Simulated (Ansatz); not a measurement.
**C (fcc type): how the settings move a single-point run**

Aim: see which settings change the result for C (fcc type), by how much, and at what cost.

Computed with Ansatz 0.2.0 (reference: DFT, PBEsol, all-electron LAPW, scalar-relativistic, unless a step's input says otherwise).

1 further run of the same task is left out (it didn't finish). Runs told in other sessions of the task aren't counted.

## 1. The structure to begin with

It takes space group Fm-3m (No. 225, cubic). The conventional cell has a = 3.037 Å, b = 3.037 Å, c = 3.037 Å, α = 90.00°, β = 90.00°, γ = 90.00°. C (site symmetry m-3m) is surrounded by 12 C at 2.15 Å.

As a file:

```
CELL_PARAMETERS angstrom
0.00000 1.51873 1.51873
1.51873 0.00000 1.51873
1.51873 1.51873 0.00000
ATOMIC_POSITIONS crystal
C 0.00000 0.00000 0.00000
```

## 2. The reference run

File input.yaml:

```yaml
crystal:
  lattice:
    - [0.0, 1.5187307087, 1.5187307087]
    - [1.5187307087, 0.0, 1.5187307087]
    - [1.5187307087, 1.5187307087, 0.0]
  atoms:
    - { symbol: C, position: [0.0, 0.0, 0.0] }
kpoints:
  mp_grid: { grid: [24, 24, 24] }
  band_path:
    path:
      - [0.0, 0.0, 0.0]
      - [0.5, 0.0, 0.5]
      - [0.625, 0.25, 0.625]
      - [0.375, 0.375, 0.75]
      - [0.0, 0.0, 0.0]
      - [0.5, 0.5, 0.5]
      - [0.5, 0.25, 0.75]
      - [0.5, 0.0, 0.5]
    npoints: 14
scf:
  occupations: { method: fermi_dirac, width: 0.08 }
hamiltonian:
  xc: pbesol
  pseudopotentials: { kind: all_electron, lapw: { basis_error: 0.001 } }
output:
  forces: true
  stress: true
  eigenvalues: true
  populations: true
  dos: { projected: true, de: 0.2, e_range: [-14, 8] }
```

On the command line:

```console
$ ansatz run input.yaml --threads 1 --pin off --max-ram 2048MiB --backend cpu --events-out ev --progress --plain --runs-dir out
```

## 3. Changing settings: mp_grid.shift [0.5, 0.5, 0.5]

input.yaml: that of step 2 with these lines changed.

```diff
@@ -8,3 +8,3 @@
 kpoints:
-  mp_grid: { grid: [24, 24, 24] }
+  mp_grid: { grid: [24, 24, 24], shift: [0.5, 0.5, 0.5] }
   band_path:
@@ -30,2 +30 @@
   populations: true
-  dos: { projected: true, de: 0.2, e_range: [-14, 8] }
```

Before running it: what results should come out? Wanted: for each run, ending; energy change; pressure; gap; force.

**Answer**, as computed:

```
                             run     ending  energy change  pressure (GPa)  gap (eV)  force (eV/Å)  cycles  time
                       reference  converged              0             0.1      0.00          0.00       4  10 s
1: mp_grid.shift [0.5, 0.5, 0.5]  converged  -1.0 meV/atom            -0.4      0.00          0.00       4  32 s
```

Times don't compare one to one where runs were asked for different outputs or read a saved state (see the inputs); cycles may leave out searches for a lower state.

Residual by cycle in the longest SCF loop of each run; runs are numbered as in the table. The quantity is the density residual dr2, in eV.

```
cycle  reference    run 1
    1    0.00293  0.00291
    2     8.0e-4   8.0e-4
    3     1.2e-5   1.2e-5
    4    7.5e-10  7.2e-10
```

**Reading.** Changing the k-point mesh moves the energy by -1.0 meV/atom, and the pressure goes from 0.1 to -0.4 GPa. Sampling errors of the energy have no fixed sign.
